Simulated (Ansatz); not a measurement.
# BClH₂OSi: small, medium and large basis sets

The task here is to estimate one member of a computed series from the others.

Computed with Ansatz 0.2.0, Gaussian basis. Level: one geometry, several basis sets.

Plan: PBE0-D4/def2-SVP; ωB97M-V/def2-SVP; PBE0-D4/def2-QZVPP; ωB97M-V/def2-QZVPP; the functionals' def2-TZVPP values are taken from earlier runs.

## The geometry

The geometry comes from an earlier relaxation with PBE0-D4 in a triple-zeta def2 set; it is a stationary point.

SMILES `ClB1O[SiH2]1`, 6 atoms, charge 0, spin multiplicity 1.

Atoms are counted from 1 here; the program's logs count them from 0.

Bond lengths: Cl1–B2 1.724 Å, B2–O3 1.342 Å, B2–Si4 1.889 Å, O3–Si4 1.751 Å, Si4–H5 1.481 Å, Si4–H6 1.481 Å. Angles: Cl1–B2–O3 131.4°, Cl1–B2–Si4 165.6°, O3–B2–Si4 63.0°, B2–O3–Si4 73.9°, B2–Si4–O3 43.1°, B2–Si4–H5 124.4°, B2–Si4–H6 124.4°, O3–Si4–H5 112.3°, O3–Si4–H6 112.3°, H5–Si4–H6 110.9°.

Set-up of the first run:

File in.yaml:

```yaml
crystal:
  periodic: [false, false, false]
  atoms:
    - {symbol: Cl, position_ang: [-0.101753, -2.743410, 0.480814]}
    - {symbol: B, position_ang: [-0.099861, -1.050422, 0.152787]}
    - {symbol: O, position_ang: [-1.040305, -0.245578, -0.364586]}
    - {symbol: Si, position_ang: [0.342185, 0.776457, -0.031973]}
    - {symbol: H, position_ang: [0.900409, 1.382899, -1.262298]}
    - {symbol: H, position_ang: [0.041323, 1.815955, 0.978956]}
basis:
  gaussian: {orbitals: def2-SVP}
hamiltonian: {xc: pbe0, dispersion: d4}
output: {orbitals: {seedname: orbitals}}
```

Run with:

```
ansatz run in.yaml --threads 2 --pin off --events-out ev --progress --plain --max-ram 4352MiB
```

Steps of the session up to this table: PBE0-D4 in def2-SVP; ωB97M-V in def2-SVP; PBE0-D4 in def2-QZVPP; ωB97M-V in def2-QZVPP.

One table of the session follows, with a row left open; its other results are not shown here.

| functional | basis | HOMO (eV) |
| --- | --- | --- |
| PBE0-D4 | def2-SVP | -7.35 |
| PBE0-D4 | def2-TZVPP | -7.39 |
| PBE0-D4 | def2-QZVPP | -7.41 |
| ωB97M-V | def2-SVP | -9.42 |
| ωB97M-V | def2-TZVPP | ? |
| ωB97M-V | def2-QZVPP | -9.52 |

Q: Estimate the row for ωB97M-V, def2-TZVPP from the others.

**Answer.** HOMO (eV): -9.50. In the column «HOMO (eV)» it lies between ωB97M-V, def2-QZVPP (-9.52) and ωB97M-V, def2-SVP (-9.42).
